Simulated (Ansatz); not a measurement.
This was printed by a script on the Python package of Ansatz (0.2.0), for a geometry optimisation of H6SSiSn, SMILES S[SiH2][SnH3]. What did the script look like? Settings: MP2, def2-SVP basis, multiplicity 1.

Contents of `h6ssisn.xyz`:
```text
9

S    -2.28410    0.63360   -0.59420
Si   -0.28890    1.12250   -0.14430
Sn    0.85620   -0.98320    0.54110
H    -1.88350   -0.23150   -1.60570
H     0.37780    1.67460   -1.35100
H    -0.23120    2.11950    0.95160
H     0.83380   -2.14690   -0.74590
H     2.60160   -0.61000    0.91460
H     0.10690   -1.62490    2.01660
```

Running `python run_opt.py` prints:
```text
step   1  E = -24583.577301 eV  largest force component 1.4616 eV/A
step   2  E = -24583.629131 eV  largest force component 2.2382 eV/A
step   3  E = -24583.787696 eV  largest force component 0.5729 eV/A
step   4  E = -24583.825304 eV  largest force component 0.3769 eV/A
step   5  E = -24583.838913 eV  largest force component 0.1332 eV/A
step   6  E = -24583.840460 eV  largest force component 0.0164 eV/A
step   7  E = -24583.840558 eV  largest force component 0.0054 eV/A
step   8  E = -24583.840609 eV  largest force component 0.0138 eV/A
step   9  E = -24583.840622 eV  largest force component 0.0070 eV/A
step  10  E = -24583.840630 eV  largest force component 0.0033 eV/A
E = -24583.840630 eV = -903.4394796 Ha
converged: True  doubts: none
pair        before    after (A)
S0-Si1       2.1029   2.1565
S0-H3        1.3900   1.3422
Si1-Sn2      2.4930   2.5797
Si1-H4       1.4851   1.4841
Si1-H5       1.4827   1.4810
Sn2-H6       1.7352   1.7066
Sn2-H7       1.8235   1.7048
Sn2-H8       1.7749   1.7029
```

The script that was run (others could print the same):

Script `run_opt.py`:
```python
"""Geometry optimisation of H6SSiSn."""

import itertools

import ansatz as az
from ase.data import atomic_numbers, covalent_radii
import numpy as np

h6ssisn = az.Crystal.molecule_from_extxyz("h6ssisn.xyz")

job = h6ssisn.calculation().basis(gaussian="def2-SVP").correlation("mp2")
symbols = [site.symbol for site in h6ssisn.cartesian_sites]
start = np.array([site.position_ang for site in h6ssisn.cartesian_sites], dtype=float)
def progress(event):
    if event["event"] == "relax_step":
        row = event["data"]
        print(f"step {row['step']:3d}  E = {row['lagrangian_ev']:.6f} eV  largest force component {row['allowed_force_max_ev_ang']:.4f} eV/A")


summary = job.relax(force_tolerance=0.005).session().plan().execute(on_event=progress).report
end = np.array(summary["positions_ang"])

print(f"E = {summary['free_energy_ev']:.6f} eV = {summary['free_energy_ev'] / 27.211386246:.7f} Ha")
print("converged:", summary["converged"], " doubts:", summary["published_state_doubts"] or "none")

# pairs closer than 1.2 times the sum of covalent radii, before or after
radius = [covalent_radii[atomic_numbers[s]] for s in symbols]
span = lambda where, i, j: np.linalg.norm(where[i] - where[j])
bonded = [(i, j) for i, j in itertools.combinations(range(len(symbols)), 2) if min(span(start, i, j), span(end, i, j)) < 1.2 * (radius[i] + radius[j])]
print("pair        before    after (A)")
for i, j in bonded:
    print(f"{symbols[i]}{i}-{symbols[j]}{j}".ljust(10), f"{span(start, i, j):8.4f} {span(end, i, j):8.4f}")
with open("h6ssisn_opt.xyz", "w") as handle:
    handle.write(f"{len(symbols)}\nrelaxed H6SSiSn\n")
    handle.writelines(f"{s:2s} {x:11.6f} {y:11.6f} {z:11.6f}\n" for s, (x, y, z) in zip(symbols, end))
```

Caveats:
- Total energies depend on the basis set; only differences at equal settings carry meaning.
- The end point is the stationary point reached from this start; no frequency run checks that it is a minimum, and the basis set is modest.
- def2 sets replace the cores of elements past krypton by effective core potentials.
- Hardware and time: 43 s on 1 thread of Arm Neoverse V2, on a shared host, peak memory 0.29 GiB.
